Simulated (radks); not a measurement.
**Zr inside a hard spherical wall**

Aim: energy, levels and pressure of Zr as a wall, at which all orbitals vanish, closes in. The configuration stays [Kr] 4d2 5s2.

Method: scalar-relativistic Kohn-Sham, PBEsol, spin-polarised, spherical densities, point nucleus; open shells are filled with parallel spins first. Code: radks (a radial shooting solver on a logarithmic mesh, Libxc functionals) version 1.

## 1. The atom as given

- element: zirconium (Z = 40)
- charge: 0
- electrons: 40
- configuration: [Kr] 4d2 5s2

The outer shells:

Zr
```
[Kr] core
4d [↑ ][↑ ][  ][  ][  ]
5s [↑↓]
```

## 2. The free atom

Settings of this run:

```text
Z 40
configuration [Kr] 4d2 5s2 5p0 6s0 4f0
relativity scalar-relativistic
functional pbe_sol,pbe_sol
spin polarised
nucleus point
c 137.035999084
```

## 3. Wall at 10 bohr

Input: that of step 2 with these lines changed.

```diff
@@ -6,2 +6,3 @@
 nucleus point
+wall 10 bohr
 c 137.035999084
```

## 4. Wall at 8 bohr

Input: that of step 3 with these lines changed.

```diff
@@ -6,3 +6,3 @@
 nucleus point
-wall 10 bohr
+wall 8 bohr
 c 137.035999084
```

## 5. Wall at 6 bohr

Input: that of step 4 with these lines changed.

```diff
@@ -6,3 +6,3 @@
 nucleus point
-wall 8 bohr
+wall 6 bohr
 c 137.035999084
```

## 6. Wall at 5 bohr

Input: that of step 5 with these lines changed.

```diff
@@ -6,3 +6,3 @@
 nucleus point
-wall 6 bohr
+wall 5 bohr
 c 137.035999084
```

## 7. Wall at 4 bohr

Input: that of step 6 with these lines changed.

```diff
@@ -6,3 +6,3 @@
 nucleus point
-wall 5 bohr
+wall 4 bohr
 c 137.035999084
```

## 8. Wall at 3 bohr

Input: that of step 7 with these lines changed.

```diff
@@ -6,3 +6,3 @@
 nucleus point
-wall 4 bohr
+wall 3 bohr
 c 137.035999084
```

## 9. Wall at 2.5 bohr

Input: that of step 8 with these lines changed.

```diff
@@ -6,3 +6,3 @@
 nucleus point
-wall 3 bohr
+wall 2.5 bohr
 c 137.035999084
```

Q: Predict the outcome of this session. Wanted: for each run, R; E − E(free); ε(4d); ε(5p, empty); ε(6s, empty); ε(4f, empty); pressure.

The runs gave:

| R (bohr) | E − E(free) (eV) | ε(4d) (eV) | ε(5p, empty) (eV) | ε(6s, empty) (eV) | ε(4f, empty) (eV) | pressure (GPa) |
| --- | --- | --- | --- | --- | --- | --- |
| free | 0.000 | -4.077 | -1.588 | - | - | 0 |
| 10 | 0.036 | -3.995 | -1.406 | 2.143 | 4.300 | 0.0328 |
| 8 | 0.294 | -3.659 | -0.819 | 5.237 | 6.455 | 0.411 |
| 6 | 2.365 | -2.213 | 1.780 | 14.939 | 11.368 | 5.95 |
| 5 | 6.910 | -0.223 | 5.852 | 27.605 | 16.507 | 26.1 |
| 4 | 21.797 | 4.213 | 16.323 | 56.084 | 26.028 | 143 |
| 3 | 84.099 | 16.796 | 49.135 | 133.25 | 46.973 | 1221 |
| 2.5 | 190.44 | 33.213 | 92.581 | 226.02 | 69.286 | 4612 |

In words: Eigenvalues are for spin up. At the tightest wall, 2.5 bohr, the energy stands 190.44 eV above the free atom and the pressure, −dE/dV, is 4612 GPa. Of the levels in the table that exist at both ends, 5p (empty) rises most from the free atom (94.169 eV). From R = 5 bohr inwards the highest occupied level lies above zero, pushed up by confinement. Shells are not refilled when levels cross, and a hard wall is a model, not a crystal.
